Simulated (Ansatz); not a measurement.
**SnSe (SMILES [Se][Sn]) at 6 levels**

We compute a comparison of 6 runs (HF/3-21G, HF/def2-TZVP, HSE06/def2-TZVP, r2SCAN/def2-TZVP, wB97X/def2-TZVP, RPA@PBE/def2-TZVP) of SnSe. 

The calculation is run with Ansatz 0.2.0.

26 further runs of the same task are left out: 26 set aside as unsound or not needed.

## (1) The structure to begin with

SnSe has 2 atoms, charge 0, and is taken as a singlet. As SMILES, `[Se][Sn]`. The Se1–Sn2 distance was set to 2.674 Å, away from the relaxed value.

Bond lengths: Se1–Sn2 2.674 Å.

## (2) A single-point energy at HF/3-21G (run 1)

File input.yaml:

```yaml
crystal:
  periodic: [false, false, false]
  atoms:
    - {symbol: Se, position_ang: [0.000000, -0.000000, -0.342290]}
    - {symbol: Sn, position_ang: [-0.000000, 0.000000, 2.331810]}
basis:
  gaussian:
    orbitals: 3-21G-spherical.json
hamiltonian:
  xc: hf
accuracy: high
output:
  orbitals: {seedname: orbitals}
```

The basis set 3-21G is read from a file made from the Basis Set Exchange's data (not shown).

The run is started by

```
$ ansatz run input.yaml --threads 1 --pin off --max-ram 3480MiB --events-out events.jsonl --progress --plain --runs-dir runs
```

The log of the run:

```text
Warning: RAYON_NUM_THREADS=1 ignored (pool sized by the plan → 1); use --threads N
Functional definition: HF
  name "HF"
  exchange = exact_x
  correlation = 0
866 factors; integrals over basis functions are off by at most 4.8e-9 eV
mean field evaluation 1: about -228158.2336 eV, gradient 2.2e1 eV
mean field evaluation 2: about -228158.2703 eV, gradient 2.2e1 eV
mean field evaluation 4: about -228161.4432 eV, gradient 1.6e0 eV
mean field evaluation 8: about -228161.4664 eV, gradient 1.5e-1 eV
mean field evaluation 16: about -228161.4669 eV, gradient 1.5e-8 eV
mean field -228161.46693990 eV, -8384.7792566445 hartree, gradient 1.5e-8 eV, S^2 0.000000; 0 other end points of the search recorded, 0 dependent functions left out
reference -228161.46693990 eV, -8384.7792566445 hartree; 42, 42 occupied and 11, 11 virtual orbitals, 866 factors
Total energy: -228161.46693990 eV, -8384.7792566445 hartree
```

Run time: 0.96 s. Hardware: 1 thread of Arm Neoverse V2, shared host; peak memory 0.13 GiB.

## (3) A single-point energy at HF/def2-TZVP (core potential) (run 2)

input.yaml, as its differences from that of step 2:

```diff
@@ -7,3 +7,4 @@
   gaussian:
-    orbitals: 3-21G-spherical.json
+    orbitals: def2-TZVP
+total_charge: 0
 hamiltonian:
@@ -11,3 +12,2 @@
 accuracy: high
-output:
-  orbitals: {seedname: orbitals}
+output: {orbitals: {seedname: orbitals}}
```

The run is started by

```
$ ansatz run input.yaml --threads 1 --pin off --max-ram 3480MiB --events-out events.jsonl --progress --plain --runs-dir runs
```

The log of the run:

```text
Warning: RAYON_NUM_THREADS=1 ignored (pool sized by the plan → 1); use --threads N
[... 4 set-up lines as earlier in the session ...]
1486 factors; integrals over basis functions are off by at most 4.6e-9 eV
mean field evaluation 1: about -71105.8386 eV, gradient 2.5e1 eV
mean field evaluation 2: about -71105.8988 eV, gradient 2.5e1 eV
mean field evaluation 4: about -71109.1864 eV, gradient 2.6e0 eV
mean field evaluation 8: about -71109.2461 eV, gradient 4.6e-1 eV
mean field evaluation 16: about -71109.2502 eV, gradient 1.2e-6 eV
mean field -71109.25018160 eV, -2613.2167445929 hartree, gradient 3.8e-8 eV, S^2 0.000000; 0 other end points of the search recorded, 0 dependent functions left out
reference -71109.25018160 eV, -2613.2167445929 hartree; 28, 28 occupied and 70, 70 virtual orbitals, 1486 factors
Total energy: -71109.25018160 eV, -2613.2167445929 hartree
```

Run time: 2.8 s. Hardware: 1 thread of Arm Neoverse V2, shared host; peak memory 0.24 GiB.

Runs 3 to 5 aren't shown in full; the table further down has their settings and results.

## (4) The energy at RPA@PBE/def2-TZVP (core potential) (run 6)

File in.yaml:

```yaml
crystal:
  periodic: [false, false, false]
  atoms:
    - {symbol: Se, position_ang: [0.000000, -0.000000, -0.342290]}
    - {symbol: Sn, position_ang: [-0.000000, 0.000000, 2.331810]}
basis:
  gaussian: {orbitals: def2-TZVP}
hamiltonian: {xc: pbe}
correlation: {method: rpa, frozen_orbitals: {Se: 9, Sn: 4}}
accuracy: high
```

The run is started by

```
$ ansatz run in.yaml --threads 1 --pin off --max-ram 3480MiB --events-out events.jsonl --progress --plain --runs-dir runs
```

The log of the run, shortened:

```text
Warning: RAYON_NUM_THREADS=1 ignored (pool sized by the plan → 1); use --threads N
Functional definition: PBE
  name "PBE"
[...]
1486 factors; integrals over basis functions are off by at most 4.6e-9 eV
[...]
mean field -71172.29052480 eV, -2615.5334344751 hartree, gradient 1.9e-8 eV, S^2 0.000000; 2 other end points of the search recorded, 0 dependent functions left out
13 core orbitals not correlated: weight in the atoms' cores, before any rotation towards them, 1.000 or more for the frozen orbitals, at most 0.000 for the correlated occupied ones
reference -71108.17081460 eV, -2613.1770785871 hartree; 15, 15 occupied and 70, 70 virtual orbitals, 1486 factors
Total energy: -71130.30963535 eV, -2613.9906652434 hartree
```

It took 10 s on 1 thread of Arm Neoverse V2, shared host; peak memory 0.31 GiB.

## (5) Overview of the runs

| run | level | core potential | frozen core orbitals | energy (Eh) | HOMO energy (eV) | LUMO energy (eV) | HOMO–LUMO gap (eV) | wall time |
| --- | --- | --- | --- | --- | --- | --- | --- | --- |
| 1 | HF/3-21G | none | – | -8384.779257 | -8.14 | -0.62 | 7.52 | 0.96 s |
| 2 | HF/def2-TZVP (core potential) | def2-TZVP | – | -2613.216745 | -8.20 | -0.71 | 7.50 | 2.8 s |
| 3 | HSE06/def2-TZVP (core potential) | def2-TZVP | – | -2615.605853 | -6.05 | -3.50 | 2.55 | 7.2 s |
| 4 | r2SCAN/def2-TZVP (core potential) | def2-TZVP | – | -2615.953132 | -5.82 | -3.71 | 2.11 | 9.3 s |
| 5 | wB97X/def2-TZVP (core potential) | def2-TZVP | – | -2615.941804 | -8.35 | -1.47 | 6.88 | 23 s |
| 6 | RPA@PBE/def2-TZVP (core potential) | def2-TZVP | 13 | -2613.990665 | – | – | – | 10 s |

## (6) Results

| quantity | value |
| --- | --- |
| run 6: total energy | -2613.99067 Eh |
| run 6: RPA correlation energy (valence) | -813.6 mEh |

**Reading.** Over runs 1, 2, 3, 4, 5 the HOMO–LUMO gap runs from 2.11 eV (r2SCAN/def2-TZVP) to 7.52 eV (HF/3-21G). The two ends differ in method and basis and core potential. Totals of different functionals can't be ranked against each other. Some runs of one species differ in core potentials or relativity; totals across that change don't compare. In run 1 relativity is left out where basis or elements ask for it. All runs together took 53 s, the longest 23 s.
